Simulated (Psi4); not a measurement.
# WCl4O (SMILES O=[W](Cl)(Cl)(Cl)Cl): a chain of runs, part 2 of 3

Psi4 1.11. Earlier steps stand in the parts before.

### Step 4. The doublet cation: a structure relaxation at UPBE/def2-SVPD (density fitting, core potential) (run 3)

Contents of cl4ow.in:

```
memory 1600 mb

molecule mol {
  1 2
  O
  W 1 r2
  Cl 2 r3 1 a3
  Cl 2 r4 1 a4 3 d4
  Cl 2 r5 1 a5 3 d5
  Cl 2 r6 1 a6 5 d6

  r2 = 1.694795
  r3 = 2.321851
  a3 = 103.71742
  r4 = 2.322152
  a4 = 103.7188
  d4 = -179.97875
  r5 = 2.321805
  a5 = 103.70297
  d5 = 90.00736
  r6 = 2.321683
  a6 = 103.72007
  d6 = -179.99383
  symmetry c1
}

set {
  reference uks
  geom_maxiter 50
}

optimize("pbe/def2-SVPD")
print_variables()
```

On the command line:

```console
$ psi4 cl4ow.in cl4ow.out -n 1
```

cl4ow.out:

```text
Psi4 1.11 release

gradient() will perform analytic gradient computation.

   => Loading Basis Set <=

    Name: DEF2-SVPD
    Role: ORBITAL
    Keyword: BASIS

    !!!  WARNING: ECP capability is in beta. Please check occupations closely.  !!!

         ---------------------------------------------------------
                                   SCF
                              UKS Reference
                        1 Threads,   1525 MiB Core
         ---------------------------------------------------------

  ==> Geometry <==

    Molecular point group: c1
    Full point group: C1

    Geometry (in Angstrom), charge = 1, multiplicity = 2:

       Center              X                  Y                   Z               Mass
    ------------   -----------------  -----------------  -----------------  -----------------
         O            0.000056994306    -0.000003720113    -1.841613644322    15.994914619570
         W            0.000056994306    -0.000003720113    -0.146818644322   183.950930920000
         CL           0.000056994306    -2.255628721201     0.403770059400    34.968852682000
         CL          -0.000779680970     2.255900276817     0.403895771428    34.968852682000
         CL           2.255776072866     0.000286041064     0.403190276226    34.968852682000
         CL          -2.255379269777    -0.000536325717     0.403834538251    34.968852682000

  Running in c1 symmetry.

  Rotational constants: A =      0.03859  B =      0.03859  C =      0.02369 [cm^-1]
  Rotational constants: A =   1156.94297  B =   1156.78681  C =    710.10774 [MHz]
  Nuclear repulsion =  601.954058563287163

  Charge       = 1
  Multiplicity = 2
  Electrons    = 89
  Nalpha       = 45
  Nbeta        = 44

  ==> Algorithm <==

  SCF Algorithm Type is DF.
  DIIS enabled.
  MOM disabled.
  Fractional occupation disabled.
  Guess Type is SAD.
  Energy threshold   = 1.00e-08
  Density threshold  = 1.00e-08
  Integral threshold = 1.00e-12

  ==> Primary Basis <==

  Basis Set: DEF2-SVPD
    Blend: DEF2-SVPD
    Number of shells: 66
    Number of basis functions: 166
    Number of Cartesian functions: 181
    Spherical Harmonics?: true
    Max angular momentum: 3

  Core potential: DEF2-SVPD
    Number of shells: 4
    Number of ECP primitives: 10
    Number of ECP core electrons: 60
    Max angular momentum: 3

  ==> DFT Potential <==

   => LibXC <=

    Version 7.1.2

   => Composite Functional: PBE <=

    PBE GGA Exchange-Correlation Functional

    Deriv               =              1
    GGA                 =           TRUE
    Meta                =          FALSE

    Exchange Hybrid     =          FALSE
    MP2 Hybrid          =          FALSE

   => Exchange Functionals <=

    1.0000     XC_GGA_X_PBE

   => Correlation Functionals <=

    1.0000     XC_GGA_C_PBE

   => LibXC Density Thresholds  <==

    XC_GGA_C_PBE:  1.00E-12
    XC_GGA_X_PBE:  1.00E-15

   => Molecular Quadrature <=

    Radial Scheme          =       TREUTLER
    Pruning Scheme         =           NONE
    Nuclear Scheme         =       TREUTLER

    Blocking Scheme        =         OCTREE
    BS radius alpha        =              1
    Pruning alpha          =              1
    Radial Points          =             75
    Spherical Points       =            302
    Total Points           =         129138
    Total Blocks           =           1093
    Max Points             =            256
    Max Functions          =            153
    Weights Tolerance      =       1.00E-15

   => Loading Basis Set <=

    Name: (DEF2-SVPD AUX)
    Role: JKFIT
    Keyword: DF_BASIS_SCF

  ==> Integral Setup <==

  DFHelper Memory: AOs need 0.175 GiB; user supplied 0.641 GiB.
  SCF_SUBTYPE=INCORE selected. In-core MEM_DF algorithm will be used.
  Using in-core AOs.

  ==> MemDFJK: Density-Fitted J/K Matrices <==

    J tasked:                   Yes
    K tasked:                    No
    wK tasked:                   No
    Memory [MiB]:               656
    Algorithm:                 Core
    Schwarz Cutoff:           1E-12
    Mask sparsity (%):       3.4548
    Fitting Condition:        1E-10

   => Auxiliary Basis Set <=

  Basis Set: (DEF2-SVPD AUX)
    Blend: DEF2-UNIVERSAL-JKFIT
    Number of shells: 222
    Number of basis functions: 816
    Number of Cartesian functions: 1054
    Spherical Harmonics?: true
    Max angular momentum: 6

  Cached 100.0% of DFT collocation blocks in 0.476 [GiB].

  Minimum eigenvalue in the overlap matrix is 7.5172531838E-04.
  Reciprocal condition number of the overlap matrix is 9.5896020348E-05.
    Using symmetric orthogonalization.

  ==> Pre-Iterations <==

  SCF Guess: Superposition of Atomic Densities via on-the-fly atomic UHF (no occupation information).

   -------------------------
    Irrep   Nso     Nmo
   -------------------------
     A        166     166
   -------------------------
    Total     166     166
   -------------------------

  ==> Iterations <==

                           Total Energy        Delta E     RMS |[F,P]|

[... 3 lines left out ...]
   @DF-UKS iter   3: -1980.95686641217890   -1.30467e+01   6.60649e-03 ADIIS/DIIS
[... 3 lines left out ...]
   @DF-UKS iter   7: -1981.49748242992041    4.84473e-03   2.17856e-03 ADIIS/DIIS
[... 3 lines left out ...]
   @DF-UKS iter  11: -1981.59990089420830   -1.10648e-03   1.40940e-04 ADIIS/DIIS
[... 3 lines left out ...]
   @DF-UKS iter  15: -1981.60017290616452   -3.27701e-07   1.23690e-06 DIIS
[... 3 lines left out ...]
   @DF-UKS iter  19: -1981.60017293600549   -6.37556e-10   9.78169e-08 DIIS
[... 11 lines left out ...]
   @Spin Contamination Metric:   4.409240758E-03
[... 3 lines left out ...]
   @S   Observed:                5.000000000E-01
[... 49 lines left out ...]
    One-Electron Energy =               -3938.1491439756637192
[... 3 lines left out ...]
    VV10 Nonlocal Energy =                  0.0000000000000000
[... 26 lines left out ...]
 Dipole Z            :        -19.5094969           20.1470709            0.6375741
[... 137 lines left out ...]
	   Step    Total Energy     Delta E     Max Force     RMS Force      Max Disp      RMS Disp   ~
[... 151 lines left out ...]
                           Total Energy        Delta E     RMS |[F,P]|
[... 4 lines left out ...]
   @DF-UKS iter   3: -1981.60041119000675   -1.96096e-03   4.62132e-05 DIIS
[... 3 lines left out ...]
   @DF-UKS iter   7: -1981.60043803346139   -3.21295e-07   4.65577e-07 DIIS
[... 3 lines left out ...]
   @DF-UKS iter  11: -1981.60043803698727   -5.25233e-11   1.96263e-08 DIIS
[... 11 lines left out ...]
   @S^2 Expected:                7.500000000E-01
[... 4 lines left out ...]
    Final Occupation by Irrep:
[... 12 lines left out ...]
    Two-Electron Energy =                1485.7012042294427374
[... 3 lines left out ...]
    Total Energy =                      -1981.6004380369897717
[... 69 lines left out ...]
    Weights Tolerance      =       1.00E-15
[... 58 lines left out ...]
	  Convergence Criteria     1.00e-06 *    3.00e-04 *             o    1.20e-03 *             o
[... 114 lines left out ...]
   @DF-UKS iter   1: -1981.60050173242757   -6.45735e-03   7.28073e-05 DIIS
[... 3 lines left out ...]
   @DF-UKS iter   5: -1981.60057234944225   -2.55082e-06   8.42784e-06 DIIS
[... 3 lines left out ...]
   @DF-UKS iter   9: -1981.60057390452653   -2.04636e-12   2.81049e-08 DIIS
[... 3 lines left out ...]
  Energy and wave function converged.
[... 11 lines left out ...]
   @S   Expected:                5.000000000E-01
[... 13 lines left out ...]
    Nuclear Repulsion Energy =            604.7130526723185540
[... 3 lines left out ...]
    Empirical Dispersion Energy =           0.0000000000000000
[... 26 lines left out ...]
 Dipole Y            :          0.0036199           -0.0036541           -0.0000341
[... 96 lines left out ...]
	Measures of convergence in internal coordinates in au.
[... 112 lines left out ...]
                           Total Energy        Delta E     RMS |[F,P]|
[... 4 lines left out ...]
   @DF-UKS iter   3: -1981.60066631424775   -2.27118e-03   6.21298e-05 DIIS
[... 3 lines left out ...]
   @DF-UKS iter   7: -1981.60071930117761   -6.38651e-07   4.16556e-07 DIIS
[... 3 lines left out ...]
   @DF-UKS iter  11: -1981.60071930336858   -3.54703e-11   1.35758e-08 DIIS
[... 11 lines left out ...]
   @S^2 Expected:                7.500000000E-01
[... 4 lines left out ...]
    Final Occupation by Irrep:
[... 12 lines left out ...]
    Two-Electron Energy =                1485.5992908008756785
[... 3 lines left out ...]
    Total Energy =                      -1981.6007193033710791
[... 69 lines left out ...]
    Weights Tolerance      =       1.00E-15
[... 58 lines left out ...]
	  Convergence Criteria     1.00e-06 *    3.00e-04 *             o    1.20e-03 *             o
[... 119 lines left out ...]
   @DF-UKS iter   1: -1981.60071746711424   -2.90490e-03   2.59981e-05 DIIS
[... 3 lines left out ...]
   @DF-UKS iter   5: -1981.60072544306195   -8.84120e-08   9.64406e-06 DIIS
[... 3 lines left out ...]
   @DF-UKS iter   9: -1981.60072742104126    1.28011e-10   8.55245e-08 DIIS
[... 11 lines left out ...]
   @Spin Contamination Metric:   4.276178186E-03
[... 3 lines left out ...]
   @S   Observed:                5.000000000E-01
[... 49 lines left out ...]
    One-Electron Energy =               -3944.0666412763303015
[... 3 lines left out ...]
    VV10 Nonlocal Energy =                  0.0000000000000000
[... 26 lines left out ...]
 Dipole Z            :        -22.9011844           23.5405121            0.6393277
[... 26 lines left out ...]
  Nuclear repulsion =  604.944294033356755

   => Molecular Quadrature <=

    Radial Scheme          =       TREUTLER
    Pruning Scheme         =           NONE
    Nuclear Scheme         =       TREUTLER

    Blocking Scheme        =         OCTREE
    BS radius alpha        =              1
    Pruning alpha          =              1
    Radial Points          =             75
    Spherical Points       =            302
    Total Points           =         129133
    Total Blocks           =           1107
    Max Points             =            256
    Max Functions          =            153
    Weights Tolerance      =       1.00E-15

  -Total Gradient:
     Atom            X                  Y                   Z
    ------   -----------------  -----------------  -----------------
       1        0.000000401347     0.000000449601     0.000144752883
       2       -0.000059453307    -0.000004527833    -0.000165211750
       3       -0.000035398490    -0.000054264341     0.000075100672
       4        0.000089136119     0.000048532702     0.000076599183
       5        0.000061273104    -0.000056736421     0.000086513375
       6       -0.000060147977     0.000067600780     0.000069628020

	total time  =          8 seconds =       0.13 minutes

    			-----------------------------------------

    			 OPTKING 3.0: for geometry optimizations

    			        with contributions from

    			-----------------------------------------

	                            ===> Fragment 1 <==

	 Z (Atomic Numbers)          Masses                          Geom
	       8.000000            15.994915          0.00047086  0.00007857 -3.50568744
	      74.000000            183.950931         0.00047086  0.00007857 -0.32251256
	      17.000000            34.968853          0.00047086 -4.22062130  0.82508959
	      17.000000            34.968853         -0.00302739  4.22054885  0.82501060
	      17.000000            34.968853          4.22063152  0.00156401  0.82489753
	      17.000000            34.968853         -4.22076732 -0.00194079  0.82507213

	 - Coordinate -           - BOHR/RAD -       - ANG/DEG -
	 R(1,2)           =         3.183175           1.684464
	 R(2,3)           =         4.373934           2.314586
	 R(2,4)           =         4.373693           2.314459
[... 41 lines of this table left out ...]
	 O(6,2,4,5)       =        -0.511817         -29.324962

	        --- Internal Coordinate Step in ANG or DEG, aJ/ANG or AJ/DEG ---
	-------------------------------------------------------------------------------
	           Coordinate      Previous         Force          Change          New
	           ----------      --------        ------          ------        ------
	               R(1,2)       1.68446        0.00080        0.00011       1.68458
	               R(2,3)       2.31459       -0.00049       -0.00021       2.31438
	               R(2,4)       2.31446       -0.00045       -0.00019       2.31427
[... 41 lines of this table left out ...]
	           O(6,2,4,5)     -29.32496        0.00000        0.02092     -29.30404
	-------------------------------------------------------------------------------

	                                 ==> Convergence Check <==

	Measures of convergence in internal coordinates in au.

	Criteria marked as inactive (o), active & met (*), and active & unmet ( ).

	----------------------------------------------------------------------------------------------
	   Step    Total Energy     Delta E     Max Force     RMS Force      Max Disp      RMS Disp
	----------------------------------------------------------------------------------------------
	  Convergence Criteria     1.00e-06 *    3.00e-04 *             o    1.20e-03 *             o
	----------------------------------------------------------------------------------------------
	     5   -1981.60072742   -8.12e-06      9.69e-05 *    2.44e-05 o    4.67e-04 *    2.71e-04 o  ~
	----------------------------------------------------------------------------------------------

Next Geometry in Ang
	Fragment 1 (Ang)

	    O   0.0002773777   0.0000419505  -1.8548783677
	    W   0.0002853329   0.0000443761  -0.1703010319
	   Cl   0.0001869855  -2.2333753426   0.4364693429
	   Cl  -0.0016652467   2.2333664784   0.4364263877
	   Cl   2.2333899879   0.0008107290   0.4363389488
	   Cl  -2.2334008103  -0.0010427611   0.4364702814

    Final optimized geometry and variables:
    Molecular point group: c1
    Full point group: C1

    Geometry (in Angstrom), charge = 1, multiplicity = 2:

    O
    W             1          r2
    CL            2          r3      1          a3
    CL            2          r4      1          a4      3          d4
    CL            2          r5      1          a5      3          d5
    CL            2          r6      1          a6      5          d6

    a3        =  105.2109139338
    a4        =  105.2106995450
    a5        =  105.2103384915
    a6        =  105.2088417434
    d4        = -179.9525088653
    d5        =   90.0201674115
    d6        = -179.9927582574
    r2        =    1.6844636041
    r3        =    2.3145861578
    r4        =    2.3144586999
    r5        =    2.3142842860
    r6        =    2.3148588684

  Variable Map:
  ----------------------------------------------------------------------------
  "CURRENT ENERGY"              =>   -1981.600727421203
  "CURRENT REFERENCE ENERGY"    =>   -1981.600727421203
  "DD SOLVATION ENERGY"         =>       0.000000000000
  "DFT FUNCTIONAL TOTAL ENERGY" =>   -1981.600727421203
  "DFT TOTAL ENERGY"            =>   -1981.600727421203
  "DFT VV10 ENERGY"             =>       0.000000000000
  "DFT XC ENERGY"               =>    -127.900693102676
  "GRID ELECTRONS ALPHA"        =>      44.999992942677
  "GRID ELECTRONS BETA"         =>      43.999998445089
  "GRID ELECTRONS TOTAL"        =>      88.999991387766
  "NUCLEAR REPULSION ENERGY"    =>     604.944294033357
  "ONE-ELECTRON ENERGY"         =>   -3944.066641276330
  "OPTIMIZATION ITERATIONS"     =>       5.000000000000
  "PCM POLARIZATION ENERGY"     =>       0.000000000000
  "PE ENERGY"                   =>       0.000000000000
  "SCF ITERATION ENERGY"        =>   -1981.600727421203
  "SCF ITERATIONS"              =>      11.000000000000
  "SCF TOTAL ENERGY"            =>   -1981.600727421203
  "TWO-ELECTRON ENERGY"         =>    1485.422312924447
  "XC GRID RADIAL POINTS"       =>      75.000000000000
  "XC GRID SPHERICAL POINTS"    =>     302.000000000000
  "XC GRID TOTAL POINTS"        =>  129133.000000000000

  Array Variable Map:
  ----------------------------------------------------------------------------
  "CURRENT DIPOLE"              =>      -0.000463811879 ... 0.639327711795 1 by 3
  "CURRENT GRADIENT"            =>       0.000000401347 ... 0.000069628020 6 by 3
  "DFT TOTAL GRADIENT"          =>       0.000000401347 ... 0.000069628020 6 by 3
  "SCF DIPOLE"                  =>      -0.000463811879 ... 0.639327711795 1 by 3
  "SCF TOTAL ENERGIES"          =>   -1981.597812568509 ... -1981.600727421203 1 by 12
  "SCF TOTAL GRADIENT"          =>       0.000000401347 ... 0.000069628020 6 by 3

    Psi4 run time: 0:02:42.89

[set-up sections that repeat, and orbital energies of the middle runs, are left out above]
```

Standard output:

```text
Optimizer: Optimization complete!
```

Wall time 2.7 min (1 thread of AMD EPYC 7R43 (Zen 3), shared host); peak memory 1 GiB.

The path in brief:

```
step  energy from the first frame kept (eV)  largest force (eV/Å)
   0                                 0.0000                0.8621
   1                                -0.0072                0.4541
   2                                -0.0109                0.1709
   3                                -0.0149                0.0440
   4                                -0.0151                0.0090
```

After the run. Bond lengths: O1–W2 1.684 Å, W2–Cl3 2.315 Å, W2–Cl4 2.314 Å, W2–Cl5 2.314 Å, W2–Cl6 2.315 Å. Angles: O1–W2–Cl3 105.2°, O1–W2–Cl4 105.2°, O1–W2–Cl5 105.2°, O1–W2–Cl6 105.2°, Cl3–W2–Cl4 149.6°, Cl3–W2–Cl5 86.1°, Cl3–W2–Cl6 86.0°, Cl4–W2–Cl5 86.1°, Cl4–W2–Cl6 86.0°, Cl5–W2–Cl6 149.6°.

### Step 5. The doublet anion: the energy at UPBE/def2-SVPD (density fitting, core potential) (run 4)

Contents of cl4ow.inp:

```
memory 1.6 GB

molecule molecule1 {
  -1 2
  O     -0.010055    -1.772692     0.189089
  W     -0.000462    -0.087489     0.009285
  Cl     1.945986     0.570530     1.090646
  Cl    -1.941342     0.349627    -1.188340
  Cl     1.147501     0.246761    -1.981001
  Cl    -1.141842     0.672679     1.882680
  symmetry c1
}

set {
  reference uks
}

e_tot, wfn = energy('pbe/def2-SVPD', return_wfn=True)
```

On the command line:

```console
$ psi4 -i cl4ow.inp -o cl4ow.out -n 1
```

cl4ow.out, cut to the lines that bear on the results:

```text
[...]
    !!!  WARNING: ECP capability is in beta. Please check occupations closely.  !!!
[...]
  Running in c1 symmetry.
[...]
  Nuclear repulsion =  601.954023690943018
[...]
  Multiplicity = 2
[...]
  Nalpha       = 46
  Nbeta        = 45
[...]
    Number of basis functions: 166
[...]
   @DF-UKS iter   1: -1981.40246749238258   -8.62675e-02   7.56250e-03 ADIIS/DIIS
[...]
   @DF-UKS iter  12: -1982.10276343969304   -1.17868e-07   4.08443e-07 DIIS
[...]
   @S^2 Observed:                7.535345450E-01
[...]
  @DF-UKS Final Energy: -1982.10276343969304
   => Energetics <=
    Nuclear Repulsion Energy =            601.9540236909430178
    One-Electron Energy =               -3973.9893584073233797
    Two-Electron Energy =                1518.5320680972185983
    DFT Exchange-Correlation Energy =    -128.5994968205311579
    Empirical Dispersion Energy =           0.0000000000000000
    VV10 Nonlocal Energy =                  0.0000000000000000
    Total Energy =                      -1982.1027634396930353
[...]
```

It took 23 s on 1 thread of AMD EPYC 7R43 (Zen 3), shared host; peak memory 0.9 GiB.

(Part 2 of 3 ends here.)
